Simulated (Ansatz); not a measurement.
**C₃H₉AlO: up Jacob's ladder to CCSD(T)**

The task here is to estimate one member of a computed series from the others.

Method: functionals in def2-TZVPP, the program's frozen cores in correlated methods; program: Ansatz 0.2.0, Gaussian basis.

The runs, in order: PBE-D4, r2SCAN-D4, PBE0-D4, B3LYP-D4, ωB97X-V, ωB97M-V, B2PLYP; CCSD(T)/def2-TZVPP; MP2/def2-QZVPP; extrapolation to the limit.

### The relaxed structure

The geometry comes from an earlier relaxation with PBE0-D4 in a triple-zeta def2 set; it is a stationary point, not always the lowest conformer.

SMILES `CO[CH2][AlH][CH3]`, 14 atoms, charge 0, spin multiplicity 1.

Atoms are counted from 1 here; the program's logs count them from 0.

Bond lengths: C1–O2 1.393 Å, C1–H6 1.091 Å, C1–H7 1.104 Å, C1–H8 1.100 Å, O2–C3 1.421 Å, C3–Al4 1.988 Å, C3–H9 1.099 Å, C3–H10 1.103 Å, Al4–C5 1.951 Å, Al4–H11 1.595 Å, C5–H12 1.094 Å, C5–H13 1.093 Å, C5–H14 1.096 Å. Angles: O2–C1–H6 108.1°, O2–C1–H7 111.8°, O2–C1–H8 111.7°, H6–C1–H7 108.5°, H6–C1–H8 108.9°, H7–C1–H8 107.8°, C1–O2–C3 111.8°, O2–C3–Al4 114.3°, O2–C3–H9 106.1°, O2–C3–H10 110.4°, Al4–C3–H9 107.6°, Al4–C3–H10 113.0°, H9–C3–H10 104.7°, C3–Al4–C5 121.3°, C3–Al4–H11 117.7°, C5–Al4–H11 120.9°, Al4–C5–H12 111.5°, Al4–C5–H13 112.2° and more.

The first run:

File in.yaml:

```yaml
crystal:
  periodic: [false, false, false]
  atoms:
    - {symbol: C, position_ang: [-1.843234, 0.228115, -0.531931]}
    - {symbol: O, position_ang: [-0.949820, -0.571764, -1.241171]}
    - {symbol: C, position_ang: [-0.221434, -1.439541, -0.382796]}
    - {symbol: Al, position_ang: [1.180594, -0.534742, 0.698188]}
    - {symbol: C, position_ang: [1.615490, 1.347663, 0.425466]}
    - {symbol: H, position_ang: [-2.341005, 0.890325, -1.241575]}
    - {symbol: H, position_ang: [-1.329033, 0.847998, 0.222783]}
    - {symbol: H, position_ang: [-2.603475, -0.373829, -0.011862]}
    - {symbol: H, position_ang: [0.281210, -2.164957, -1.037246]}
    - {symbol: H, position_ang: [-0.912898, -2.044767, 0.227846]}
    - {symbol: H, position_ang: [1.992143, -1.419710, 1.748632]}
    - {symbol: H, position_ang: [2.696357, 1.503489, 0.353335]}
    - {symbol: H, position_ang: [1.148615, 1.752176, -0.475875]}
    - {symbol: H, position_ang: [1.273492, 1.950443, 1.274808]}
basis:
  gaussian: {orbitals: def2-TZVPP}
hamiltonian: {xc: pbe, dispersion: d4}
output: {forces: true, orbitals: {seedname: orbitals}}
```

Started as:

```
$ ansatz run in.yaml --threads 4 --pin off --events-out ev --progress --plain --max-ram 10444MiB
```

Steps of the session up to this table: PBE-D4 (GGA); r2SCAN-D4 (meta-GGA); PBE0-D4 (hybrid); B3LYP-D4 (hybrid); ωB97X-V (range-separated); ωB97M-V (range-separated); B2PLYP (double hybrid); CCSD(T) in def2-TZVPP; MP2 in def2-QZVPP.

One table of the session follows, with a row left open; its other results are not shown here.

It belongs to the step «Atomisation energies». 

```
            method  atomisation energy (eV)
            PBE-D4                   52.706
         r2SCAN-D4                   52.092
           PBE0-D4                   51.966
          B3LYP-D4                        ?
           ωB97X-V                   52.070
           ωB97M-V                   52.109
            B2PLYP                   51.398
     HF/def2-TZVPP                   38.355
    MP2/def2-TZVPP                   51.241
   CCSD/def2-TZVPP                   50.116
CCSD(T)/def2-TZVPP                   50.760
           MP2/CBS                   52.454
       CCSD(T)/CBS                   51.973
```

Q: Estimate the row for B3LYP-D4 from the others.

**Answer.** atomisation energy (eV): 51.970. In the column «atomisation energy (eV)» it lies between PBE0-D4 (51.966) and CCSD(T)/CBS (51.973).

To keep in mind: Free atoms (3 C, 1 O, 1 Al, 9 H) were run apart at each level; the atomisation energy is their sum less the molecule, without zero-point or spin-orbit terms.
